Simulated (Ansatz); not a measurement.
# ScSi2: response to strain

ScSi2 is deformed so: zz strain of +2 %. What stress and forces result, by LAPW, PAW and all-electron datasets made for the crystal?

Program: Ansatz 0.2.0. Level of theory: DFT PBEsol, scalar-relativistic. These are calculated values, not measurements.

## (1) The starting structure

The structure is hexagonal, space group P6/mmm (No. 191). The conventional cell has a = 3.660 Å, b = 3.660 Å, c = 3.870 Å, α = 90.00°, β = 90.00°, γ = 120.00°. Sc (site symmetry 6/mmm) is surrounded by 12 Si at 2.87 Å. Around Si (site symmetry -6m2) lie 3 Si at 2.11 Å and 6 Sc at 2.87 Å.

Structure file:

```cif
data_structure
_symmetry_space_group_name_H-M 'P6/mmm'
_symmetry_Int_Tables_number 191
_cell_length_a 3.6600
_cell_length_b 3.6600
_cell_length_c 3.8700
_cell_angle_alpha 90.000
_cell_angle_beta 90.000
_cell_angle_gamma 120.000
_cell_volume 44.90
loop_
_atom_site_label
_atom_site_type_symbol
_atom_site_symmetry_multiplicity
_atom_site_Wyckoff_symbol
_atom_site_fract_x
_atom_site_fract_y
_atom_site_fract_z
_atom_site_occupancy
Sc1 Sc 1 a 0.00000 0.00000 0.00000 1
Si1 Si 2 d 0.33333 0.66667 0.50000 1
```

The file gives the conventional cell by its symmetry; the runs use the cell typed in the input.

Atoms are numbered in the order of the input: Sc1, Si2, Si3.

## (2) The deformed structure

Space group P6/mmm before, P6/mmm after.

## (3) All-electron LAPW

Input file input.yaml:

```yaml
crystal:
  lattice:
    - [3.6599987106, 0.0, 0.0]
    - [-1.8299993553, 3.1696518612, 0.0]
    - [0.0, 0.0, 3.9474]
  atoms:
    - { symbol: Sc, position: [0.0, 0.0, 0.0] }
    - { symbol: Si, position: [0.3333333333, 0.6666666667, 0.5] }
    - { symbol: Si, position: [0.6666666667, 0.3333333333, 0.5] }
kpoints:
  mp_grid: { grid: [13, 13, 11] }
  band_path:
    path:
      - [0.0, 0.0, 0.0]
      - [0.5, 0.0, 0.0]
      - [0.3333333333, 0.3333333333, 0.0]
      - [0.0, 0.0, 0.0]
      - [0.0, 0.0, 0.5]
      - [0.5, 0.0, 0.5]
      - [0.3333333333, 0.3333333333, 0.5]
      - [0.0, 0.0, 0.5]
      - [0.5, 0.0, 0.5]
    npoints: 5
scf:
  occupations: { method: fermi_dirac, width: 0.05 }
hamiltonian:
  xc: pbesol
  pseudopotentials: { kind: all_electron, lapw: { basis_error: 0.001 } }
output:
  forces: true
  stress: true
  eigenvalues: true
```

Launch:

```bash
$ ansatz run input.yaml --threads 1 --pin off --max-ram 4096MiB --backend cpu --events-out ev --progress --plain --runs-dir out
```

Standard output, shortened:

```text
LAPW: plane waves up to 8.893 Å⁻¹, error target 1.0e-3 eV per atom; small_component_spin mean_spin; Si in spheres of 1.057 Å, 12 of its electrons in bands, Dirac shells []; Sc in spheres of 1.212 Å, 17 of its electrons in bands, Dirac shells []
[...]
Pseudopotentials: kind: all_electron
Pseudopotential: Sc, LAPW, valence charge 17, Koelling and Harmon's equation, gaussian nucleus
Pseudopotential: Si, LAPW, valence charge 12, Koelling and Harmon's equation, gaussian nucleus
Functional definition: PBEsol
[...]
Crystal: 3 atoms, lattice volume = 45.793 Å³
Basis set: ecut = 301.3241428963031 eV, 563 PW (Γ), exchange–correlation at level 2
Bands: 25, of which v1, the nominal top of the filled ones, is band 21 counted from 1 (20 counted from 0)
Symmetry: 24 space group operations
Space group: P6/mmm (ITA 191), of the structure as read, at distance tolerance 3.6e-5 Å
k-points: 126 of 1859
[...]
SCF iter   1: F=—  HF=-36528.047777 eV  |F-HF|=—  |Δ(HF+E_count)|=         —  Δρ=3.89e-2  dr2=1.42e0  ethr=3.45e-3  ⟨swp⟩=2.0  Hψ=20876  notcnv=0
[...]
the basis was enlarged: its passes take 277.3 KiB over the memory plan, 1 of 1 planned eigensolver slots
[...]
SCF iter   9: F=-36527.635692 eV  HF=-36527.635692 eV  |F-HF|=6.22e-9  |Δ(HF+E_count)|=   1.18e-7  Δρ=4.02e-6  dr2=1.28e-8  ethr=7.53e-10  ⟨swp⟩=2.5  Hψ=9012  notcnv=0
[...]
NSCF: frozen V_eff on 41 k-points
SCF converged after 9 iterations
Free energy (F): -36527.635692 eV
[...]
E sigma→0 (E₀):  -36527.627946 eV
Entropy (-TS):   -0.015494 eV (-5.165 meV/atom)
Fermi energy:    13.520684 eV
[...]
--- Forces (eV/Å), atoms counted from 1 ---
  atom   1  Sc     0.00000000    -0.00000000     0.00000000
  atom   2  Si     0.00000000    -0.00000000     0.00000000
  atom   3  Si    -0.00000000     0.00000000    -0.00000000
[...]
--- Stress (GPa, compression-positive) ---
       32.180071       0.000000      -0.000000
        0.000000      32.180071       0.000000
       -0.000000       0.000000      -5.806537
  P = ⅓ Tr σ = 19.5179 GPa (195.179 kbar)
--- Band table (eV; the first three rows and the last of 126) ---
  k-point 0: bands = ["-368.8778", "-368.8778", "-368.8670", "-120.3452", "-120.3190", "-76.6402", "-76.6402", "-76.5857", "-76.5710", "-76.5675", "-76.5675", "-35.9235", "-14.7125", "-14.6381", "-14.6381", "-0.2515", "9.8114", "10.1867", "10.1867", "11.4047", "14.6549", "14.6549", [...]
[...]
```

Run time: 37 s. Hardware: 1 thread of Arm Neoverse V2, shared host; peak memory 0.56 GiB.

Read from it: pressure 19.52 GPa; no gap.

## (4) PAW on the default files

Input file input.yaml:

```yaml
crystal:
  lattice:
    - [3.6599987106, 0.0, 0.0]
    - [-1.8299993553, 3.1696518612, 0.0]
    - [0.0, 0.0, 3.9474]
  atoms:
    - { symbol: Sc, position: [0.0, 0.0, 0.0] }
    - { symbol: Si, position: [0.3333333333, 0.6666666667, 0.5] }
    - { symbol: Si, position: [0.6666666667, 0.3333333333, 0.5] }
kpoints:
  mp_grid: { grid: [13, 13, 11] }
scf:
  occupations: { method: fermi_dirac, width: 0.05 }
hamiltonian:
  xc: pbesol
  pseudopotentials: { kind: paw }
output:
  forces: true
  stress: true
  eigenvalues: true
  efg: { contact_densities: true }
  write_density: true
  write_potential: true
  elf: true
  volumetric_format: npy
```

Launch:

```bash
$ ansatz run input.yaml --threads 1 --pin off --max-ram 4096MiB --backend cpu --events-out ev --progress --plain --runs-dir out
```

Standard output, shortened:

```text
[...]
Pseudopotentials: kind: paw
Pseudopotential: Sc, paw, valence charge 11, recommended cutoff 420 eV (normal)
Pseudopotential: Si, paw, valence charge 4, recommended cutoff 420 eV (normal)
[... 1 set-up line as earlier in the session ...]
[...]
Crystal: 3 atoms, lattice volume = 45.793 Å³
Basis set: ecut = 420 eV, 889 PW (Γ), exchange–correlation on 50×50×54 points (8 copies of the dense FFT grid, shifted against one another)
Bands: 14, of which v1, the nominal top of the filled ones, is band 10 counted from 1 (9 counted from 0)
[... 2 set-up lines as earlier in the session ...]
k-points: 126 of 1859
[...]
SCF iter   1: F=—  HF=-3354.936780 eV  |F-HF|=—  |Δ(HF+E_count)|=         —  Δρ=2.67e-3  dr2=4.96e-3  ethr=1.77e-3  ⟨swp⟩=5.2  Hψ=10391  notcnv=0
[...]
--- Stress (GPa, compression-positive) ---
       32.348082      -0.000000      -0.000000
        0.000000      32.348082      -0.000000
       -0.000000      -0.000000      -5.793826
  P = ⅓ Tr σ = 19.6341 GPa (196.341 kbar)
--- PAW observables at the nuclei: V_zz in 10²¹ V/m², potentials from the cell's mean, atoms counted from 1 ---
  atom   1  Sc V_zz =    -0.334930   η = 0.0000   by run symmetry: allowed
            electrostatic potential = -2371.681348 V   contact ρ = 48422.389873 e/Å³
  atom   2  Si V_zz =    +1.262835   η = 0.0000   by run symmetry: allowed
            electrostatic potential = -1364.546685 V   contact ρ = 12760.046364 e/Å³
  atom   3  Si V_zz =    +1.262835   η = 0.0000   by run symmetry: allowed
            electrostatic potential = -1364.546685 V   contact ρ = 12760.046364 e/Å³
--- Band table (eV; the first three rows and the last of 126) ---
  k-point 0: bands = ["-37.1630", "-15.9547", "-15.8799", "-15.8799", "-1.4920", "8.5714", "8.9473", "8.9473", "10.1607", "13.4095", "13.4095", "13.5728", "13.8818", "13.8818"]
[...]
```

It took 6.2 s on 1 thread of Arm Neoverse V2, shared host; peak memory 0.4 GiB.

Read from it: pressure 19.63 GPa; no gap; Vzz Sc1 -0.33 (η = 0.00), Si2 1.26 (η = 0.00) (10²¹ V/m²).

Density in a lattice plane of the grid's cell (edges 3.66 and 3.66 Å, at 0.500 of the third edge), which holds Si.

Values in e/Å³, 12 rows by 12 columns:
```
0.14 0.17 0.24 0.36 0.50 0.60 0.60 0.51 0.36 0.24 0.17 0.14
0.18 0.24 0.33 0.41 0.42 0.40 0.42 0.42 0.33 0.24 0.18 0.17
0.28 0.36 0.41 0.30 0.17 0.16 0.31 0.42 0.36 0.28 0.24 0.24
0.43 0.50 0.42 0.17 0.07 0.17 0.41 0.51 0.43 0.36 0.33 0.36
0.60 0.60 0.40 0.16 0.17 0.40 0.60 0.60 0.51 0.42 0.42 0.51
0.67 0.60 0.42 0.31 0.41 0.60 0.67 0.60 0.41 0.31 0.42 0.60
0.60 0.51 0.42 0.42 0.51 0.60 0.60 0.40 0.17 0.16 0.40 0.60
0.43 0.36 0.33 0.36 0.43 0.51 0.41 0.17 0.07 0.17 0.42 0.50
0.28 0.24 0.24 0.28 0.36 0.42 0.31 0.16 0.17 0.30 0.41 0.36
0.18 0.17 0.18 0.24 0.33 0.42 0.42 0.40 0.42 0.41 0.33 0.24
0.14 0.14 0.17 0.24 0.36 0.51 0.60 0.60 0.50 0.36 0.24 0.17
0.12 0.14 0.18 0.28 0.43 0.60 0.67 0.60 0.43 0.28 0.18 0.14
```
Columns run along the first of these edges and rows up along the second, over one cell in 12 and 12 even steps from the bottom left corner. Atoms in the plane (fractional): Si at (0.33, 0.67), Si at (0.67, 0.33).

ELF in the same plane.

Ten even steps from '0' (0.21) to '9' (0.87):
```
001134578999998865421100
012235677888877654321100
123445554444555554322111
334554321111134554432222
456542000000025665443334
677641012200246776554455
888630012102478877655567
998630000125799886545678
998630001368999864334689
998641013689998631014689
998643346899986310003689
987654568899752100003689
876555677887420121003688
655445567764200221014677
443334456652000000024565
322223445543111112345543
111122345555544445554432
000112345677888877653221
000112456889999987543110
000123467899999876432100
```
Columns run along the first of these edges and rows up along the second, over one cell in 24 and 20 even steps from the bottom left corner. Atoms in the plane (fractional): Si at (0.33, 0.67), Si at (0.67, 0.33).

Both are smooth fields of the valence electrons: close to the nuclei they are not physical.

Maxima of ELF outside the ion cores: 0.87 on the Si–Si line, 1.1 Å from Si; 0.72 beside Si, off the lines to its neighbours, 1.0 Å from Si.

## (5) Datasets made for this crystal

input.yaml, as its differences from that of step 4:

```diff
@@ -15,3 +15,3 @@
   xc: pbesol
-  pseudopotentials: { kind: paw }
+  pseudopotentials: { kind: all_electron, datasets: crystal }
 output:
@@ -21,5 +21 @@
   efg: { contact_densities: true }
-  write_density: true
-  write_potential: true
-  elf: true
-  volumetric_format: npy
```

Launch:

```bash
$ ansatz run input.yaml --threads 1 --pin off --max-ram 4096MiB --backend cpu --events-out ev --progress --plain --runs-dir out
```

Standard output, shortened:

```text
[...]
[... 1 set-up line as earlier in the session ...]
Pseudopotential: Sc, paw, valence charge 11, recommended cutoff 240 eV (normal), Koelling and Harmon's equation, gaussian nucleus
Pseudopotential: Si, paw, valence charge 4, recommended cutoff 240 eV (normal), Koelling and Harmon's equation, gaussian nucleus
[... 1 set-up line as earlier in the session ...]
[...]
Crystal: 3 atoms, lattice volume = 45.793 Å³
Basis set: ecut = 240 eV, 393 PW (Γ), exchange–correlation on 40×40×40 points (8 copies of the dense FFT grid, shifted against one another)
Bands: 14, of which v1, the nominal top of the filled ones, is band 10 counted from 1 (9 counted from 0)
[... 2 set-up lines as earlier in the session ...]
k-points: 126 of 1859
[...]
--- Stress (GPa, compression-positive) ---
       32.173179       0.000000      -0.000000
        0.000000      32.173179      -0.000000
       -0.000000      -0.000000      -5.809692
  P = ⅓ Tr σ = 19.5122 GPa (195.122 kbar)
--- PAW observables at the nuclei: V_zz in 10²¹ V/m², potentials from the cell's mean, atoms counted from 1 ---
  atom   1  Sc V_zz =    -0.385994   η = 0.0000   by run symmetry: allowed
            electrostatic potential = -2370.336496 V   contact ρ = 48467.744383 e/Å³
  atom   2  Si V_zz =    +1.084209   η = 0.0000   by run symmetry: allowed
            electrostatic potential = -1362.682301 V   contact ρ = 12768.944930 e/Å³
  atom   3  Si V_zz =    +1.084209   η = 0.0000   by run symmetry: allowed
            electrostatic potential = -1362.682301 V   contact ρ = 12768.944930 e/Å³
--- Band table (eV; the first three rows and the last of 126) ---
  k-point 0: bands = ["-35.9233", "-14.7123", "-14.6379", "-14.6379", "-0.2515", "9.8115", "10.1867", "10.1867", "11.4047", "14.6550", "14.6550", "14.8107", "15.1241"]
[...]
```

Run time: 12 s. Hardware: 1 thread of Arm Neoverse V2, shared host; peak memory 0.48 GiB.

Read from it: pressure 19.51 GPa; no gap; Vzz Sc1 -0.39 (η = 0.00), Si2 1.08 (η = 0.00) (10²¹ V/m²).

## (6) Stress and forces compared

Stress (GPa, compression positive):

```
          method     xx     yy     zz    yz    xz    xy
            LAPW  32.18  32.18  -5.81  0.00  0.00  0.00
             PAW  32.35  32.35  -5.79  0.00  0.00  0.00
crystal datasets  32.17  32.17  -5.81  0.00  0.00  0.00
```

| method | pressure (GPa) | Vzz Sc1 (10²¹ V/m²) | Vzz Si2 (10²¹ V/m²) | SCF cycles, by the record's count |
| --- | --- | --- | --- | --- |
| LAPW | 19.52 | – | – | 9 |
| PAW | 19.63 | -0.33 | 1.26 | 6 |
| crystal datasets | 19.51 | -0.39 | 1.08 | 10 |

## (7) Summary of results

```
                                 quantity                                              value
                                 pressure  LAPW 19.52, PAW 19.63, crystal datasets 19.51 GPa
largest shear or deviatoric stress (LAPW)                                          25.32 GPa
```

The largest part of the stress beyond the pressure is 25.32 GPa in size, in the zz component; the atoms are carried along and not relaxed. No run of the undeformed cell stands beside it, so pressure and stress hold what the given cell had before the change, as far as its symmetry allows. PAW: stress within 0.17 GPa of LAPW. Crystal datasets: stress within 0.01 GPa of LAPW.
